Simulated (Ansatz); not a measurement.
# Hf3Be (I4/mmm) in Ansatz: convergence with scf convergence dr2 threshold

Aim: find how far scf convergence dr2 threshold must go before the results for Hf3Be settle, at PBE. This setting moves, with any that are tied to it; all else stays.

Program: Ansatz 0.2.0. These are calculated values, not measurements. Logs are shortened: lines on timing, memory, paths and dates and some standing lists are left out, and cuts for length are marked.

### Step 1. The crystal as given

Symmetry: I4/mmm, No. 139, tetragonal system. The conventional cell has a = 4.184 Å, b = 4.184 Å, c = 8.706 Å, α = 90.00°, β = 90.00°, γ = 90.00°. Hf (site symmetry 4/mmm) has 4 Be at 2.96 Å and 8 Hf at 3.02 Å as nearest neighbours. Hf (site symmetry -4m2) has 8 Hf at 2.96 to 3.02 Å and 4 Be at 3.02 Å as nearest neighbours. Around Be (site symmetry 4/mmm) lie 12 Hf at 2.96 to 3.02 Å.

The cell comes from a database or a generator and needn't be the stable form of this composition.

### Step 2. With scf convergence dr2 threshold 0.01

Contents of input.yaml:

```yaml
crystal:
  lattice:
    - [-2.092, 2.092, 4.353046]
    - [2.092, -2.092, 4.353046]
    - [2.092, 2.092, -4.353046]
  atoms:
    - { symbol: Hf, position: [0.5, 0.5, 0.0] }
    - { symbol: Hf, position: [0.25, 0.75, 0.5] }
    - { symbol: Hf, position: [0.75, 0.25, 0.5] }
    - { symbol: Be, position: [0.0, 0.0, 0.0] }
hamiltonian:
  xc: pbe
  pseudopotentials: { kind: nc, accuracy: standard }
kpoints:
  mp_grid: { grid: [8, 8, 8] }
scf:
  occupations: { method: fermi_dirac, width: 0.1 }
  convergence: { dr2_threshold: 0.01 }
output:
  forces: true
  stress: true
  eigenvalues: true
```

Potentials or basis: PseudoDojo standard (PBE files).

Command:

```
$ ansatz run input.yaml --threads 2 --pin off --max-ram 5632MiB --backend cpu --events-out ev --progress --plain --runs-dir out
```

It took 14 s on 2 threads of Arm Neoverse V1, shared host; peak memory 0.7 GiB.

Results:

```
Free energy            : -4984.6206 eV
Pressure               : 0.4 GPa
Band gap on the k mesh : none (metal or under the smearing width)
```

### Step 3. With scf convergence dr2 threshold 0.001

input.yaml: that of step 2 with these lines changed.

```diff
@@ -17,3 +17,3 @@
   occupations: { method: fermi_dirac, width: 0.1 }
-  convergence: { dr2_threshold: 0.01 }
+  convergence: { dr2_threshold: 0.001 }
 output:
```

Potentials or basis: PseudoDojo standard (PBE files).

Command:

```
$ ansatz run input.yaml --threads 2 --pin off --max-ram 5632MiB --backend cpu --events-out ev --progress --plain --runs-dir out
```

Wall time 14 s (2 threads of Arm Neoverse V1, shared host); peak memory 0.7 GiB.

What came out:

```
Free energy            : -4984.6206 eV
Pressure               : 0.4 GPa
Band gap on the k mesh : none (metal or under the smearing width)
```

### Step 4. With scf convergence dr2 threshold 0.0001

input.yaml: that of step 3 with these lines changed.

```diff
@@ -17,3 +17,3 @@
   occupations: { method: fermi_dirac, width: 0.1 }
-  convergence: { dr2_threshold: 0.001 }
+  convergence: { dr2_threshold: 0.0001 }
 output:
```

Command:

```
$ ansatz run input.yaml --threads 2 --pin off --max-ram 5632MiB --backend cpu --events-out ev --progress --plain --runs-dir out
```

Run time: 14 s. Hardware: 2 threads of Arm Neoverse V1, shared host; peak memory 0.7 GiB.

Results:

- Free energy: -4984.6207 eV
- Pressure: 0.4 GPa
- Band gap on the k mesh: none (metal or under the smearing width)

### Step 5. With scf convergence dr2 threshold 1e-05

input.yaml: that of step 4 with these lines changed.

```diff
@@ -17,3 +17,3 @@
   occupations: { method: fermi_dirac, width: 0.1 }
-  convergence: { dr2_threshold: 0.0001 }
+  convergence: { dr2_threshold: 1.0e-05 }
 output:
```

Command:

```
$ ansatz run input.yaml --threads 2 --pin off --max-ram 5632MiB --backend cpu --events-out ev --progress --plain --runs-dir out
```

Run time: 14 s. Hardware: 2 threads of Arm Neoverse V1, shared host; peak memory 0.7 GiB.

Results:

- Free energy: -4984.6207 eV
- Pressure: 0.4 GPa
- Band gap on the k mesh: none (metal or under the smearing width)

### Step 6. With scf convergence dr2 threshold 1e-06

input.yaml: that of step 5 with these lines changed.

```diff
@@ -17,3 +17,3 @@
   occupations: { method: fermi_dirac, width: 0.1 }
-  convergence: { dr2_threshold: 1.0e-05 }
+  convergence: { dr2_threshold: 1.0e-06 }
 output:
```

Potentials or basis: PseudoDojo standard (PBE files).

Command:

```
$ ansatz run input.yaml --threads 2 --pin off --max-ram 5632MiB --backend cpu --events-out ev --progress --plain --runs-dir out
```

Run time: 14 s. Hardware: 2 threads of Arm Neoverse V1, shared host; peak memory 0.7 GiB.

It converged, with:

* Free energy: -4984.6207 eV
* Pressure: 0.4 GPa
* Band gap on the k mesh: none (metal or under the smearing width)

### Step 7. With scf convergence dr2 threshold 1e-07

input.yaml: that of step 6 with these lines changed.

```diff
@@ -17,3 +17,3 @@
   occupations: { method: fermi_dirac, width: 0.1 }
-  convergence: { dr2_threshold: 1.0e-06 }
+  convergence: { dr2_threshold: 1.0e-07 }
 output:
```

Command:

```
$ ansatz run input.yaml --threads 2 --pin off --max-ram 5632MiB --backend cpu --events-out ev --progress --plain --runs-dir out
```

It took 14 s on 2 threads of Arm Neoverse V1, shared host; peak memory 0.7 GiB.

The run converged. Its results:

* Free energy: -4984.6207 eV
* Pressure: 0.4 GPa
* Band gap on the k mesh: none (metal or under the smearing width)

### Step 8. With scf convergence dr2 threshold 1e-09

input.yaml: that of step 7 with these lines changed.

```diff
@@ -17,3 +17,3 @@
   occupations: { method: fermi_dirac, width: 0.1 }
-  convergence: { dr2_threshold: 1.0e-07 }
+  convergence: { dr2_threshold: 1.0e-09 }
 output:
```

Command:

```
$ ansatz run input.yaml --threads 2 --pin off --max-ram 5632MiB --backend cpu --events-out ev --progress --plain --runs-dir out
```

It took 16 s on 2 threads of Arm Neoverse V1, shared host; peak memory 0.7 GiB.

Results (log left out):

```yaml
Free_energy: -4984.6207 eV
Pressure: 0.4 GPa
Band_gap_on_the_k_mesh: none (metal or under the smearing width)
```

### Step 9. With scf convergence dr2 threshold 1e-11

input.yaml: that of step 8 with these lines changed.

```diff
@@ -17,3 +17,3 @@
   occupations: { method: fermi_dirac, width: 0.1 }
-  convergence: { dr2_threshold: 1.0e-09 }
+  convergence: { dr2_threshold: 1.0e-11 }
 output:
```

Potentials or basis: PseudoDojo standard (PBE files).

Command:

```
$ ansatz run input.yaml --threads 2 --pin off --max-ram 5632MiB --backend cpu --events-out ev --progress --plain --runs-dir out
```

Output:

```text
Warning: RAYON_NUM_THREADS=2 ignored (pool sized by the plan → 2); use --threads N
Engine: ansatz 0.2.0, aarch64-unknown-linux-gnu
Pseudopotentials: kind: nc
Pseudopotential: Hf, nc, valence charge 12, recommended cutoff 789.130201 eV (normal), Hf.nc.azcp (PseudoDojo's, or run here from an input of PseudoDojo's; its table is named by hamiltonian.pseudopotentials.accuracy)
Pseudopotential: Be, nc, valence charge 4, recommended cutoff 1197.300995 eV (normal), Be.nc.azcp (PseudoDojo's, or run here from an input of PseudoDojo's; its table is named by hamiltonian.pseudopotentials.accuracy)
Functional definition: PBE
  parameter kappa = 0.804
  parameter beta = 0.06672455060314922
  exchange = pbe_x(kappa = kappa, mu = beta*pi^2/3)
  correlation = pbe_c(beta = beta)
Crystal: 4 atoms, lattice volume = 76.204 Å³
Basis set: ecut = 1197.300995 eV, 7213 PW (Γ), exchange–correlation on 120×120×120 points (8 copies of the dense FFT grid, shifted against one another)
Bands: 24, of which v1, the nominal top of the filled ones, is band 20 counted from 1 (19 counted from 0)
Symmetry: 16 space group operations
Space group: I4/mmm (ITA 139), of the structure as read, at distance tolerance 4.2e-5 Å
k-points: 59 of 512
Non-local potential: Hf, projectors of the file, l = 0: 2, l = 1: 2, l = 2: 2, l = 3: 2
Non-local potential: Be, projectors of the file, l = 0: 2, l = 1: 2
Initial density: superposition of atomic densities (chi_scale 0.1, normalization cell, long waves kept (reshape's long-wave potential 0.00 eV rms))
Initial wavefunctions: pseudopotential atomic-orbital guess
Functional: x = pbe(κ = 0.804, μ = 0.2195149727645171), c = pbe(β = 0.06672455060314922)
SCF iter   1: F=—  HF=-4984.867116 eV  |F-HF|=—  |Δ(HF+E_count)|=         —  Δρ=3.08e-2  dr2=7.85e-1  ethr=3.10e-3  ⟨swp⟩=6.6  Hψ=7019  notcnv=0
preconditioner: auto → Kerker (q_TF=auto, 2.450 Å⁻¹)  [metal: Δε(μ)=0.027 eV  Ē_g=3.551 eV  σ=0.100 eV  W_gap=0.07  n_scr=14 (ndim 8)  ℏωp=15.9 eV  f_vac=0.000  D(μ)=2.72/eV (n_scr^D=14)]
SCF iter   2: F=—  HF=-4984.706638 eV  |F-HF|=—  |Δ(HF+E_count)|=   1.60e-1  Δρ=1.88e-2  dr2=2.95e-1  ethr=1.96e-3  ⟨swp⟩=2.2  Hψ=2147  notcnv=0
SCF iter   3: F=—  HF=-4984.621654 eV  |F-HF|=—  |Δ(HF+E_count)|=   8.50e-2  Δρ=2.24e-3  dr2=3.97e-3  ethr=7.38e-4  ⟨swp⟩=3.4  Hψ=2891  notcnv=0
SCF iter   4: F=—  HF=-4984.620978 eV  |F-HF|=—  |Δ(HF+E_count)|=   6.76e-4  Δρ=4.95e-4  dr2=2.07e-4  ethr=9.93e-6  ⟨swp⟩=3.0  Hψ=2765  notcnv=0
SCF iter   5: F=—  HF=-4984.620939 eV  |F-HF|=—  |Δ(HF+E_count)|=   3.90e-5  Δρ=6.98e-5  dr2=4.76e-6  ethr=5.18e-7  ⟨swp⟩=2.3  Hψ=2527  notcnv=0
SCF iter   6: F=—  HF=-4984.620934 eV  |F-HF|=—  |Δ(HF+E_count)|=   5.70e-6  Δρ=2.27e-5  dr2=5.10e-7  ethr=1.19e-8  ⟨swp⟩=2.8  Hψ=2472  notcnv=0
SCF iter   7: F=—  HF=-4984.620681 eV  |F-HF|=—  |Δ(HF+E_count)|=   2.52e-4  Δρ=4.07e-6  dr2=2.84e-8  ethr=1.27e-9  ⟨swp⟩=2.6  Hψ=2390  notcnv=0
SCF iter   8: F=—  HF=-4984.620681 eV  |F-HF|=—  |Δ(HF+E_count)|=   5.21e-9  Δρ=8.16e-7  dr2=5.03e-10  ethr=7.11e-11  ⟨swp⟩=2.5  Hψ=2417  notcnv=0
SCF iter   9: F=—  HF=-4984.620681 eV  |F-HF|=—  |Δ(HF+E_count)|=  3.37e-11  Δρ=1.48e-7  dr2=1.50e-11  ethr=1.26e-12  ⟨swp⟩=3.1  Hψ=3111  notcnv=0
SCF iter  10: F=-4984.620681 eV  HF=-4984.620681 eV  |F-HF|=1.82e-12  |Δ(HF+E_count)|=  6.55e-11  Δρ=2.62e-8  dr2=5.23e-13  ethr=1.00e-12  ⟨swp⟩=8.9  Hψ=8785  notcnv=0
SCF 1 converged in 10 iterations: F = -4984.620681 eV  dr2 = 5.23e-13
SCF converged after 10 iterations
Free energy (F): -4984.620681 eV
Harris-Foulkes:  -4984.620681 eV  (|F-HF|=1.82e-12)
Internal energy: -4984.534346 eV  (E = F + TS)
E sigma→0 (E₀):  -4984.577514 eV
Entropy (-TS):   -0.086335 eV (-21.584 meV/atom)
Fermi energy:    13.353397 eV
--- Per-component energies (eV) ---
  E_band       = -606.788231
  E_kinetic    = 1420.196514
  E_local      = -2532.557223  (includes V_loc(G=0)·N_el)
  E_nonlocal   = -18.625120
  E_hartree    = 677.381838
  E_xc         = -1230.374989
  E_vxc        = -830.566084  (∫ρ·V_xc dr)
  E_ewald      = -3300.555365
  E_smearing   = -0.086335  (= −TS)
  E_closure    = 0.000000  (closes the sum)
  Σ components = -4984.620681   (vs F -4984.620681, Δ=0.00e0)
--- Forces (eV/Å), atoms counted from 1 ---
  atom   1  Hf     0.00000000     0.00000000     0.00000000
  atom   2  Hf    -0.00000000     0.00000000     0.00000000
  atom   3  Hf    -0.00000000    -0.00000000    -0.00000000
  atom   4  Be     0.00000000     0.00000000     0.00000000
  max |Σ_I F_I| component: 7.81e-18 eV/Å
--- Stress (GPa, compression-positive) ---
        0.085729       0.000000      -0.000000
        0.000000       0.085729      -0.000000
       -0.000000      -0.000000       0.944103
  P = ⅓ Tr σ = 0.3719 GPa (3.719 kbar)
--- Band table (eV; the first three rows and the last of 59) ---
  k-point 0: bands = ["-86.4068", "-48.1759", "-48.0682", "-48.0271", "-17.2540", "-17.1083", "-17.1083", "-16.8608", "-16.8608", "-16.6988", "-16.3763", "-16.3577", "-16.3577", "5.9766", "10.3820", "10.8138", "11.9354", "12.3584", "12.3584", "13.4357", "14.1087", "14.1087", "14.9389", "16.3867"]
  k-point 1: bands = ["-86.4068", "-48.1682", "-48.0687", "-48.0342", "-17.2761", "-17.0778", "-17.0003", "-16.9366", "-16.8700", "-16.6348", "-16.4780", "-16.3878", "-16.3497", "6.3532", "10.6837", "11.1150", "11.5373", "12.3648", "12.4422", "13.5539", "13.6912", "14.0151", "14.4849", "16.5644"]
  k-point 2: bands = ["-86.4068", "-48.1489", "-48.0704", "-48.0514", "-17.3347", "-17.0511", "-16.9851", "-16.9254", "-16.7319", "-16.7248", "-16.5434", "-16.4287", "-16.3351", "7.3854", "10.4253", "11.5626", "11.8768", "12.2936", "12.6401", "12.6707", "13.5845", "13.9875", "14.4153", "16.1214"]
  k-point 58: bands = ["-86.4068", "-48.1250", "-48.1195", "-48.0273", "-17.2452", "-17.2452", "-16.8896", "-16.7800", "-16.6836", "-16.6684", "-16.6684", "-16.4064", "-16.4064", "8.2288", "8.4842", "10.0434", "11.5255", "11.9743", "11.9743", "12.4175", "14.5989", "14.8331", "14.8331", "15.5568"]
```

It took 18 s on 2 threads of Arm Neoverse V1, shared host; peak memory 0.71 GiB.

Results:

```
Free energy            : -4984.6207 eV
Pressure               : 0.4 GPa
Band gap on the k mesh : none (metal or under the smearing width)
```

### Step 10. Summary

| scf convergence dr2 threshold | energy less the tightest run, at zero smearing (meV/atom) | SCF cycles | CPU time (s) | peak memory (GiB) |
| --- | --- | --- | --- | --- |
| 0.01 | 0.02 | 4 | 27 | 0.7 |
| 0.001 | 0.02 | 4 | 27 | 0.7 |
| 0.0001 | 0.00 | 5 | 27 | 0.7 |
| 1e-05 | 0.00 | 5 | 28 | 0.7 |
| 1e-06 | 0.00 | 6 | 28 | 0.7 |
| 1e-07 | 0.00 | 7 | 27 | 0.7 |
| 1e-09 | 0.00 | 8 | 31 | 0.7 |
| 1e-11 | 0.00 | 10 | 35 | 0.71 |

Against the tightest run, the energy stays within 1 meV/atom from 0.01 on. The tightest run that finished is the yardstick and may itself not be fully converged.
